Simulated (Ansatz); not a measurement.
# C2H7NOSi2: a ladder of functionals and wavefunction methods

An exercise on one series of results from a longer session: the logs are not shown, and one member is left open.

The runs use Ansatz 0.2.0, Gaussian basis; functionals in def2-TZVPP, the program's frozen cores in correlated methods.

The runs, in order: PBE-D4, r2SCAN-D4, PBE0-D4, B3LYP-D4, ωB97X-V, ωB97M-V, B2PLYP; CCSD(T)/def2-TZVPP; MP2/def2-QZVPP; extrapolation to the limit.

## The geometry

All runs share one geometry, relaxed beforehand with PBE0-D4 in a triple-zeta def2 set.

SMILES `[SiH3][SiH]1N=CCO1`, 13 atoms, charge 0, spin multiplicity 1.

Atoms are counted from 1 here; the program's logs count them from 0.

Bond lengths: Si1–Si2 2.344 Å, Si1–H7 1.487 Å, Si1–H8 1.488 Å, Si1–H9 1.488 Å, Si2–N3 1.763 Å, Si2–O6 1.672 Å, Si2–H10 1.489 Å, N3–C4 1.267 Å, C4–C5 1.511 Å, C4–H11 1.096 Å, C5–O6 1.408 Å, C5–H12 1.098 Å, C5–H13 1.098 Å. Angles: Si2–Si1–H7 109.8°, Si2–Si1–H8 110.0°, Si2–Si1–H9 110.2°, H7–Si1–H8 108.9°, H7–Si1–H9 109.2°, H8–Si1–H9 108.6°, Si1–Si2–N3 112.7°, Si1–Si2–O6 112.1°, Si1–Si2–H10 111.4°, N3–Si2–O6 97.3°, N3–Si2–H10 111.2°, O6–Si2–H10 111.4°, Si2–N3–C4 105.7°, N3–C4–C5 119.6°, N3–C4–H11 121.8°, C5–C4–H11 118.5°, C4–C5–O6 107.7°, C4–C5–H12 110.3° and more.

The first run:

File in.yaml:

```yaml
crystal:
  periodic: [false, false, false]
  atoms:
    - {symbol: Si, position_ang: [-2.010216, 0.405380, -1.312942]}
    - {symbol: Si, position_ang: [-0.118136, 0.905037, -0.022987]}
    - {symbol: N, position_ang: [1.370531, 0.274759, -0.725256]}
    - {symbol: C, position_ang: [1.821176, -0.558942, 0.115980]}
    - {symbol: C, position_ang: [1.069561, -0.801040, 1.404391]}
    - {symbol: O, position_ang: [-0.072486, 0.022376, 1.396056]}
    - {symbol: H, position_ang: [-2.055515, -1.053583, -1.598894]}
    - {symbol: H, position_ang: [-3.244664, 0.791550, -0.577222]}
    - {symbol: H, position_ang: [-1.967953, 1.154886, -2.597313]}
    - {symbol: H, position_ang: [-0.012157, 2.366134, 0.241562]}
    - {symbol: H, position_ang: [2.748914, -1.114825, -0.061487]}
    - {symbol: H, position_ang: [1.708492, -0.568244, 2.266965]}
    - {symbol: H, position_ang: [0.782854, -1.858087, 1.486048]}
basis:
  gaussian: {orbitals: def2-TZVPP}
hamiltonian: {xc: pbe, dispersion: d4}
output: {forces: true, orbitals: {seedname: orbitals}}
```

Launch:

```sh
$ ansatz run in.yaml --threads 2 --pin off --events-out ev --progress --plain --max-ram 32768MiB --backend cuda --devices 0, --max-vram 18GiB
```

Steps of the session up to this table: PBE-D4 (GGA); r2SCAN-D4 (meta-GGA); PBE0-D4 (hybrid); B3LYP-D4 (hybrid); ωB97X-V (range-separated); ωB97M-V (range-separated); B2PLYP (double hybrid); CCSD(T) in def2-TZVPP; MP2 in def2-QZVPP.

One table of the session follows, with a row left open; its other results are not shown here.

It belongs to the step «Atomisation energies». 

```
            method  atomisation energy (kcal/mol)
            PBE-D4                         1190.2
         r2SCAN-D4                         1168.5
           PBE0-D4                         1167.9
          B3LYP-D4                         1167.8
           ωB97X-V                         1176.1
           ωB97M-V                         1171.1
            B2PLYP                              ?
     HF/def2-TZVPP                          832.4
    MP2/def2-TZVPP                         1151.1
   CCSD/def2-TZVPP                         1113.9
CCSD(T)/def2-TZVPP                         1133.2
           MP2/CBS                         1185.1
       CCSD(T)/CBS                         1167.2
```

Q: Estimate the row for B2PLYP from the others.

**Answer.** atomisation energy (kcal/mol): 1153.4. In the column «atomisation energy (kcal/mol)» it lies between MP2/def2-TZVPP (1151.1) and CCSD(T)/CBS (1167.2).

To keep in mind: Free atoms (2 Si, 1 N, 2 C, 1 O, 7 H) were run apart at each level; the atomisation energy is their sum less the molecule, without zero-point or spin-orbit terms.
